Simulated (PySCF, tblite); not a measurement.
# C2H9NSSi3: geometry, infrared bands and NMR shifts

Aim: predict the infrared bands and NMR shifts of C2H9NSSi3 (`[SiH3]N([SiH3])C1=C[SiH2]S1`).

Computed with tblite 0.8.0 and PySCF 2.14.0, with density-fitted response routines of our own, on a single molecule in the gas phase. Atoms count from 0, in the outputs and in this text.

## 1. Starting geometry

16 atoms, charge 0, multiplicity 1; geometry from: force field or distance geometry start.

Bonds of the start (Å): Si0–N1 1.71, N1–Si2 1.71, N1–C3 1.33, C3–C4 1.37, C4–Si5 1.84, Si5–S6 2.09, S6–C3 1.82, Si0–H7 1.49, Si0–H8 1.49, Si0–H9 1.48, Si2–H10 1.49, Si2–H11 1.49, Si2–H12 1.48, C4–H13 1.09, Si5–H14 1.49, Si5–H15 1.47.

## 2. Geometry optimisation with GFN2-xTB

What the job is given:

```
{"job": {"kind": "relax", "xc": "GFN2-xTB", "basis": "xTB"}, "charge": 0, "multiplicity": 1}
Si    -1.859400    -1.004500     0.139700
N     -0.653300     0.212400     0.121100
Si    -1.463400     1.669300     0.491400
C      0.635900     0.033100    -0.164100
C      1.416200    -1.069000    -0.413600
Si     3.068900    -0.311900    -0.691300
S      1.879800     1.358600    -0.312400
H     -2.377800    -1.183200     1.524200
H     -2.958300    -0.656700    -0.799400
H     -1.298800    -2.297800    -0.298800
H     -2.658100     1.471100     1.366700
H     -1.916100     2.290800    -0.784100
H     -0.582800     2.599200     1.233000
H      1.153900    -2.121100    -0.461700
H      4.050600    -0.592100     0.389200
H      3.555200    -0.389500    -2.076800
```

The run is started by

```
> OMP_NUM_THREADS=1 python probes_run.py task.json out
```

One launch serves the whole session: the jobs run in the order shown.

**Question.** This job is followed by: GFN2-xTB harmonic vibrations, gas phase; GIAO PBE0/pcSseg-1 NMR shielding, non-relativistic, gas phase. What will the session give for the following? strongest single infrared mode (GFN2-xTB); zero-point energy (GFN2-xTB); ¹³C shifts against TMS (PBE0/pcSseg-1); ¹H shifts against TMS (PBE0/pcSseg-1, means over atoms taken as alike); ²⁹Si shifts against TMS (PBE0/pcSseg-1, means over atoms taken as alike); ¹⁵N shifts against NH3 (PBE0/pcSseg-1); ³³S shifts against CS2 (PBE0/pcSseg-1).

As calculated:

| quantity | value |
| --- | --- |
| strongest single infrared mode (GFN2-xTB) | 824 cm⁻¹, 534 km/mol |
| zero-point energy (GFN2-xTB) | 59.0 kcal/mol |
| ¹³C shifts against TMS (PBE0/pcSseg-1) | 173.3, 81.0 ppm |
| ¹H shifts against TMS (PBE0/pcSseg-1, means over atoms taken as alike) | 5.16, 4.88, 3.59 ppm |
| ²⁹Si shifts against TMS (PBE0/pcSseg-1, means over atoms taken as alike) | -51.5, -52.3 ppm |
| ¹⁵N shifts against NH3 (PBE0/pcSseg-1) | 84.9 ppm |
| ³³S shifts against CS2 (PBE0/pcSseg-1) | -23 ppm |

**Reading.** Over 162 steps the energy fell by 0.702 eV; of the close pairs, Si5–S6 changed most, 2.085 to 2.227 Å. All 42 modes are real, so the xTB geometry is a minimum. The strongest single mode, at 824 cm⁻¹, has its largest shares on H10, H12, H11 and H8 (the list is cut at 4 atoms). GFN2-xTB is a fitted tight-binding method: band positions and strengths are rough. Its intensities can rank the bands wrongly. C3 (alkene carbon bearing nitrogen) lies farthest downfield among carbon, at 173.3 ppm; an sp2 carbon further deshielded by the attached heteroatom. At PBE0/pcSseg-1: The widest tensor belongs to S6: span 516 ppm, with a paramagnetic part of -533 ppm.
